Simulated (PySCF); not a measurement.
# W₂Cl⁺: structure of the singlet

The task is one start of a wider search on W₂Cl⁺: the singlet, from a PBE0 minimum start. It is relaxed, tested by its Hessian and followed downhill if it is a saddle.

Program: PySCF 2.14.0. Level of theory: PBE0, basis Cl def2-TZVP, W def2-TZVP with ECP60, scalar-relativistic core potentials, no spin–orbit coupling, density fitting. These are calculated values, not measurements.

### 1 The system as given

3 atoms, charge 1, spin multiplicity 1.

Bond lengths: Cl1–W2 2.211 Å, Cl1–W3 2.211 Å, W2–W3 2.464 Å. Angles: W2–Cl1–W3 67.7°, Cl1–W2–W3 56.1°, Cl1–W3–W2 56.1°.

Coordinates in bohr (charge 1 multiplicity 1):
```
Cl    0.0000    0.0000   -3.1678
W     2.3284    0.0000    0.3011
W    -2.3284    0.0000    0.3011
```

### 2 Finding the electronic state

One driver script runs all steps and calls PySCF; scf.py shows how it sets up the SCF of each step. The optimiser is the driver's own. After this first run the driver tries any further starts and a stability analysis.

Input file scf.py:

```python
from pyscf import gto, scf, dft
mol = gto.M(atom='''
Cl    -0.000000    -0.000000    -1.676309
W      1.232117    -0.000000     0.159353
W     -1.232117     0.000000     0.159353''',
    basis={'Cl': 'def2-TZVP', 'W': 'def2-TZVP'},
    ecp={'W': 'def2-TZVP'},
    charge=1, spin=0)
mf = dft.RKS(mol, xc='PBE0')
mf.grids.atom_grid = (50, 194)
aux = {'Cl': 'def2-universal-JKFIT', 'W': 'def2-universal-JKFIT'}
mf = mf.density_fit(auxbasis=aux)
mf.conv_tol = 1e-08
mf.diis_space = 10
mf.max_cycle = 60
mf.init_guess = 'minao'
mf.verbose = 4
mf.kernel()
```

The run is started by

```console
> OMP_NUM_THREADS=2 python axn.py task.json out
```

Output (excerpt; [...] marks lines left out):

```text
[... the frontier levels of the middle cycles are left out ...]
init E= -555.781766795726
  HOMO = -0.415930827180397  LUMO = -0.413745468082539  gap/eV = 0.05947
cycle= 1 E= -593.601686289405  delta_E= -37.8  |g|= 0.846  |ddm|= 11.3
  HOMO = -0.310677040508587  LUMO = -0.280204711141052  gap/eV = 0.82919
cycle= 2 E= -593.502622669708  delta_E= 0.0991  |g|= 1.08  |ddm|= 1.56
  HOMO = -0.351844078386122  LUMO = -0.300021412150737  gap/eV = 1.41017
cycle= 3 E= -593.739756650627  delta_E= -0.237  |g|= 0.0943  |ddm|= 0.877
cycle= 4 E= -593.740338471947  delta_E= -0.000582  |g|= 0.0847  |ddm|= 0.157
cycle= 5 E= -593.742195618617  delta_E= -0.00186  |g|= 0.0215  |ddm|= 0.0841
cycle= 6 E= -593.742394166127  delta_E= -0.000199  |g|= 0.00538  |ddm|= 0.0326
cycle= 7 E= -593.742485207502  delta_E= -9.1e-05  |g|= 0.00436  |ddm|= 0.0307
cycle= 8 E= -593.742537262463  delta_E= -5.21e-05  |g|= 0.0015  |ddm|= 0.0314
cycle= 9 E= -593.742544837249  delta_E= -7.57e-06  |g|= 0.00226  |ddm|= 0.0179
cycle= 10 E= -593.742544439347  delta_E= 3.98e-07  |g|= 0.0027  |ddm|= 0.00231
cycle= 11 E= -593.742545960065  delta_E= -1.52e-06  |g|= 6.64e-05  |ddm|= 0.00219
cycle= 12 E= -593.742545967645  delta_E= -7.58e-09  |g|= 1.23e-05  |ddm|= 0.000436
  HOMO = -0.351266121103377  LUMO = -0.297888646963714  gap/eV = 1.45248
Extra cycle  E= -593.742545967996  delta_E= -3.51e-10  |g|= 1.11e-05  |ddm|= 6.41e-05
converged SCF energy = -593.742545967996
```

This step, with its further starts and checks, took 23 s on 2 threads of AMD EPYC 7R43 (Zen 3), shared host.

Where DIIS stalls, the driver goes on with a level shift of 0.3 Eh and then with a second-order solver.

This is not the lowest solution: one lies 27.6 kJ/mol lower, at -593.75305 Eh, and the relaxation starts from that.

### 3 PBE0 minimum start, singlet: relaxation

The program finds C2v symmetry in the start, which this walk keeps. Threshold on the gradient: 0.0003 Eh/bohr, with a further test on the energy change.

Edit scf.py of step 2 so:

```diff
@@ -3,3 +3,3 @@
-Cl    -0.000000    -0.000000    -1.676309
-W      1.232117    -0.000000     0.159353
-W     -1.232117     0.000000     0.159353''',
+Cl     0.000000     0.000000    -1.676328
+W      1.232117     0.000000     0.159334
+W     -1.232117     0.000000     0.159334''',
@@ -16 +15,0 @@
-mf.init_guess = 'minao'
```

Energy and gradient, step by step:

```tsv
step	energy (Eh)	change (kJ/mol)	largest symmetric gradient (Eh/bohr)
0	-593.753047	0.00	0.09875
1	-593.799272	-121.36	0.09556
2	-593.835544	-216.60	0.04512
3	-593.840757	-230.28	0.02728
4	-593.842329	-234.41	0.01071
5	-593.842628	-235.20	0.00131
6	-593.842633	-235.21	0.00007
```

The walk took 49 s.

Geometry (Å) and forces (eV/Å) at some steps:

```
step 0
Cl   0.000   0.000  -1.676   1.133   0.000  -3.001
W    1.232   0.000   0.159  -5.644   0.000   0.665
W   -1.232   0.000   0.159   4.512   0.000   2.336
step 1
Cl   0.000   0.000  -1.756   0.844   0.000  -2.994
W    1.139   0.000   0.199  -5.336   0.000   0.776
W   -1.139   0.000   0.199   4.492   0.000   2.217
step 3
Cl   0.000   0.000  -1.852   0.000   0.000  -1.403
W    1.031   0.000   0.247  -0.218   0.000   0.702
W   -1.031   0.000   0.247   0.218   0.000   0.702
step 6
Cl   0.000   0.000  -1.901   0.000   0.000  -0.004
W    1.026   0.000   0.272   0.001   0.000   0.002
W   -1.026   0.000   0.272  -0.001   0.000   0.002
```

End point (C2v, 6 steps, 235.2 kJ/mol gained): Cl–W 2.403 Å (×2), W–W 2.052 Å; Cl–W–W 64.7° (×2), W–Cl–W 50.6°.

### 4 Hessian and properties

The point is checked on the finer grid, and tightened if its gradient asks for it. The Hessian and the dipole derivatives come from central differences of analytic gradients, with steps of 0.02 bohr.

Edit scf.py of step 3 so:

```diff
@@ -3,3 +3,3 @@
-Cl     0.000000     0.000000    -1.676328
-W      1.232117     0.000000     0.159334
-W     -1.232117     0.000000     0.159334''',
+Cl     0.000000     0.000000    -1.983993
+W      1.026123     0.000000     0.188513
+W     -1.026123     0.000000     0.188513''',
@@ -10 +10 @@
-mf.grids.atom_grid = (50, 194)
+mf.grids.atom_grid = (75, 302)
@@ -13 +13 @@
-mf.conv_tol = 1e-08
+mf.conv_tol = 1e-10
```

The driver hands on the density of the step before, so the log starts near convergence.

Log of the central SCF (cycles and frontier levels):

```text
init E= -593.842625791025
  HOMO = -0.386554927272496  LUMO = -0.286346910039951  gap/eV = 2.72680
cycle= 1 E= -593.842625791021  delta_E= 4.77e-12  |g|= 3.92e-06  |ddm|= 5.72e-06
  HOMO = -0.386555245192499  LUMO = -0.286347459803772  gap/eV = 2.72679
Extra cycle  E= -593.842625791004  delta_E= 1.63e-11  |g|= 8.45e-06  |ddm|= 9.76e-06
converged SCF energy = -593.842625791004
```

The whole step took 61 s.

Geometry: C2v; Cl–W 2.403 Å (×2), W–W 2.052 Å; Cl–W–W 64.7° (×2), W–Cl–W 50.6°.

Modes, for the most abundant isotopes:

```json
{"symmetry": "b2", "ω (cm⁻¹)": "148", "IR (km/mol)": "0.5"}
{"symmetry": "a1", "ω (cm⁻¹)": "362", "IR (km/mol)": "9.2"}
{"symmetry": "a1", "ω (cm⁻¹)": "414", "IR (km/mol)": "3.3"}
```

No imaginary mode, so this is a minimum.

Constants and moments:

- Dipole moment about the centre of mass: 1.79 D
- Highest occupied level: -10.52 eV
- Lowest empty level: -7.79 eV
- Rotational constants: 0.1118, 0.04352, 0.03133 cm⁻¹
- Zero-point energy: 5.5 kJ/mol
- Principal polarisabilities: 72.0, 78.4, 103.1 bohr³
- Principal traceless quadrupole moments about the centre of mass: -13.09, -3.53, 16.62 D Å
- Entropy at 298.15 K and 1 bar: 318.0 J/(mol K)
- Heat capacity Cp at 298.15 K: 53.7 J/(mol K)
- Enthalpy at 298.15 K above 0 K: 13.31 kJ/mol
- Rotational symmetry number: 2

Populations by atom (charges in e):

```csv
atom,Mulliken,Löwdin,polar tensor,Mayer order to Cl1
Cl1,-0.19,0.32,-0.23,–
"W2,3",0.60,0.34,0.62,0.71
```

Mulliken populations on Cl1: s 5.96, p 11.14, d 0.08, f 0.00.

### 5 A spin-polarised start

A stability analysis found the closed shell of the lowest minimum unstable towards spin polarisation, so the unrestricted solution is followed.

The program finds C2v symmetry in the start, which may break.

Edit scf.py of step 4 so:

```diff
@@ -3,3 +3,3 @@
-Cl     0.000000     0.000000    -1.983993
-W      1.026123     0.000000     0.188513
-W     -1.026123     0.000000     0.188513''',
+Cl     0.000000     0.000000    -1.983934
+W      1.026123     0.000000     0.188572
+W     -1.026123     0.000000     0.188572''',
@@ -9,2 +9,2 @@
-mf = dft.RKS(mol, xc='PBE0')
-mf.grids.atom_grid = (75, 302)
+mf = dft.UKS(mol, xc='PBE0')
+mf.grids.atom_grid = (50, 194)
@@ -13 +13 @@
-mf.conv_tol = 1e-10
+mf.conv_tol = 1e-08
```

Steps of the walk:

```tsv
step	energy (Eh)	change (kJ/mol)	largest gradient (Eh/bohr)
0	-593.849958	0.00	0.04944
1	-593.853458	-9.19	0.00602
2	-593.853557	-9.45	0.00274
3	-593.853579	-9.51	0.00029
4	-593.853579	-9.51	0.00005
```

The walk took 35 s.

End point (C2v, 4 steps, 9.5 kJ/mol gained): Cl–W 2.380 Å (×2), W–W 2.128 Å; Cl–W–W 63.4° (×2), W–Cl–W 53.1°.

### 6 Frequencies

As before: finer grid, then central differences.

Edit scf.py of step 5 so:

```diff
@@ -3,3 +3,3 @@
-Cl     0.000000     0.000000    -1.983934
-W      1.026123     0.000000     0.188572
-W     -1.026123     0.000000     0.188572''',
+Cl     0.000000     0.000000    -1.944011
+W      1.064255     0.000000     0.184630
+W     -1.064255    -0.000000     0.184630''',
@@ -10 +10 @@
-mf.grids.atom_grid = (50, 194)
+mf.grids.atom_grid = (75, 302)
@@ -13 +13 @@
-mf.conv_tol = 1e-08
+mf.conv_tol = 1e-10
```

Log of the central SCF (cycles and frontier levels):

```text
init E= -593.853602051677
[... the frontier-level lines of each cycle are left out ...]
cycle= 1 E= -593.853602051794  delta_E= -1.18e-10  |g|= 3.35e-06  |ddm|= 1.88e-05
cycle= 2 E= -593.853602051918  delta_E= -1.23e-10  |g|= 3.39e-06  |ddm|= 1.9e-05
cycle= 3 E= -593.853602051928  delta_E= -9.89e-12  |g|= 3.39e-06  |ddm|= 9e-07
Extra cycle  E= -593.853602052042  delta_E= -1.14e-10  |g|= 3.45e-06  |ddm|= 1.92e-05
converged SCF energy = -593.853602052042  <S^2> = 1.2961951  2S+1 = 2.4869219
```

The whole step took 2 min on 2 threads of AMD EPYC 7R43 (Zen 3), shared host.

Geometry: C2v; Cl–W 2.380 Å (×2), W–W 2.129 Å; Cl–W–W 63.4° (×2), W–Cl–W 53.1°.

Harmonic modes (main isotopes):

```csv
ω (cm⁻¹),IR (km/mol),μ (u)
189,0.6,47.31
287,3.3,112.28
399,9.6,43.26
```

No imaginary mode, so this is a minimum.

The SCF density has lower symmetry than the nuclear frame, so the modes carry no labels.

Properties at this point:

```
Dipole moment about the centre of mass                          : 1.53 D
Highest occupied level                                          : -10.70 eV
Lowest empty level                                              : -7.41 eV
Rotational constants                                            : 0.1165, 0.04046, 0.03003 cm⁻¹
Zero-point energy                                               : 5.2 kJ/mol
Principal polarisabilities                                      : 72.2, 80.8, 103.1 bohr³
Principal traceless quadrupole moments about the centre of mass : -13.06, -3.58, 16.64 D Å
Entropy at 298.15 K and 1 bar                                   : 318.2 J/(mol K)
Heat capacity Cp at 298.15 K                                    : 54.3 J/(mol K)
Enthalpy at 298.15 K above 0 K                                  : 13.40 kJ/mol
Rotational symmetry number                                      : 2
Spin squared ⟨S²⟩                                               : 1.296
```

Populations by atom (charges in e):

```csv
atom,Mulliken,Löwdin,polar tensor,spin (Mulliken),Mayer order to Cl1
Cl1,-0.19,0.34,-0.23,0.00,–
"W2,3",0.59,0.33,0.62,0.00,0.73
```

Mulliken populations on Cl1: s 5.96, p 11.14, d 0.08, f 0.00.

### 7 The points found, side by side

| spin | group | bonds | imaginary modes (cm⁻¹) | ΔE (kJ/mol) | with zero-point energy |
| --- | --- | --- | --- | --- | --- |
| broken-symmetry (Ms = 0) | C2v (density of lower symmetry) | Cl–W 2.380 Å (×2), W–W 2.129 Å | none | 0.0 | 0.0 |
| singlet | C2v | Cl–W 2.403 Å (×2), W–W 2.052 Å | none | 28.8 | 29.1 |

### 8 Outcome

```
                                          quantity                                                            value
                                           minimum                                    broken-symmetry (Ms = 0), C2v
                                          geometry  Cl–W 2.380 Å (×2), W–W 2.129 Å; Cl–W–W 63.4° (×2), W–Cl–W 53.1°
                                wavenumbers (cm⁻¹)                                                    189, 287, 399
                    dipole moment (centre of mass)                                                           1.53 D
highest occupied, lowest empty level (either spin)                                                 -10.70, -7.41 eV
                        polar-tensor charge of Cl1                                                          -0.23 e
                                 zero-point energy                                                       5.2 kJ/mol
                               entropy at 298.15 K                                                  318.2 J/(mol K)
                                              ⟨S²⟩                                                            1.296
```

The molecule stays C2v, as typed, and the end point is a minimum. The determinant is spin-contaminated (⟨S²⟩ = 1.30 against 0.00), so it is no pure spin state. The strongest infrared band lies at 399 cm⁻¹. The first SCF alone would have been 28 kJ/mol too high. Only this shape and spin were tried, so other structures or states may lie lower. The SCF density has lower symmetry than the nuclear frame. Spin–orbit coupling, left out here, can matter for elements this heavy.

The search up to here took 4.9 min.
